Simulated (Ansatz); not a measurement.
# MnCuAs: the cost of one run

Computed with Ansatz 0.2.0 (DFT PBE, scalar-relativistic, plane waves, PAW, unless a step's input says otherwise).

### 1 Starting point

The structure is orthorhombic, space group Pnma (No. 62). The conventional cell has a = 6.268 Å, b = 3.678 Å, c = 7.627 Å, α = 90.00°, β = 90.00°, γ = 90.00°. Mn (site symmetry m) is surrounded by 5 As at 2.61 to 2.72 Å and 6 Cu at 2.83 to 3.11 Å and 2 Mn at 3.03 Å. Cu (site symmetry m) has 4 As at 2.41 to 2.51 Å and 2 Cu at 2.66 Å as nearest neighbours. Around As (site symmetry m) lie 4 Cu at 2.41 to 2.51 Å and 5 Mn at 2.61 to 2.72 Å.

Structure file:

```
Mn Cu As
1.0
     6.26776    0.00000    0.00000
     0.00000    3.67812    0.00000
     0.00000    0.00000    7.62722
Mn Cu As
4 4 4
Direct
  0.95890 0.75000 0.15428
  0.04110 0.25000 0.84572
  0.45890 0.75000 0.34572
  0.54110 0.25000 0.65428
  0.86196 0.75000 0.55450
  0.13804 0.25000 0.44550
  0.36196 0.75000 0.94550
  0.63804 0.25000 0.05450
  0.24678 0.75000 0.64375
  0.75322 0.25000 0.35625
  0.74678 0.75000 0.85625
  0.25322 0.25000 0.14375
```

This cell comes from an earlier session at PBE: 14.653 Å³/atom at 0.00 GPa, on a 6×10×6 mesh.

### 2 Antiferromagnetic, in the cell as typed

input.yaml reads:

```yaml
crystal:
  lattice:
    - [6.2677552077, 0.0, 0.0]
    - [0.0, 3.6781165391, 0.0]
    - [0.0, 0.0, 7.6272213856]
  atoms:
    - { symbol: Mn, position: [0.9588995168, 0.75, 0.1542835471], spin: 3.5 }
    - { symbol: Mn, position: [0.0411004832, 0.25, 0.8457164529], spin: -3.5 }
    - { symbol: Mn, position: [0.4588995168, 0.75, 0.3457164529], spin: -3.5 }
    - { symbol: Mn, position: [0.5411004832, 0.25, 0.6542835471], spin: 3.5 }
    - { symbol: Cu, position: [0.8619559321, 0.75, 0.554503071] }
    - { symbol: Cu, position: [0.1380440679, 0.25, 0.445496929] }
    - { symbol: Cu, position: [0.3619559321, 0.75, 0.945496929] }
    - { symbol: Cu, position: [0.6380440679, 0.25, 0.054503071] }
    - { symbol: As, position: [0.2467815538, 0.75, 0.6437510227] }
    - { symbol: As, position: [0.7532184462, 0.25, 0.3562489773] }
    - { symbol: As, position: [0.7467815538, 0.75, 0.8562489773] }
    - { symbol: As, position: [0.2532184462, 0.25, 0.1437510227] }
basis:
  ecutwfc: 420
  ecutrho_ratio: 4
kpoints:
  mp_grid: { grid: [6, 10, 6] }
hamiltonian:
  xc: pbe
scf:
  occupations: { method: gaussian, width: 0.05 }
  lower_state_search: "off"
output:
  forces: true
  stress: true
  eigenvalues: true
  populations: true
magnetization:
  spin_polarized: true
```

The run is started by

```console
$ ansatz run input.yaml --threads 8 --pin off --max-ram 22528MiB --backend cpu --events-out ev --progress --plain --runs-dir out
```

**Question.** How long does this run take on 8 threads of AMD EPYC 9B45 (Zen 5), shared host, and how much memory does it need?

About 39 s, with a peak of 3.2 GiB.
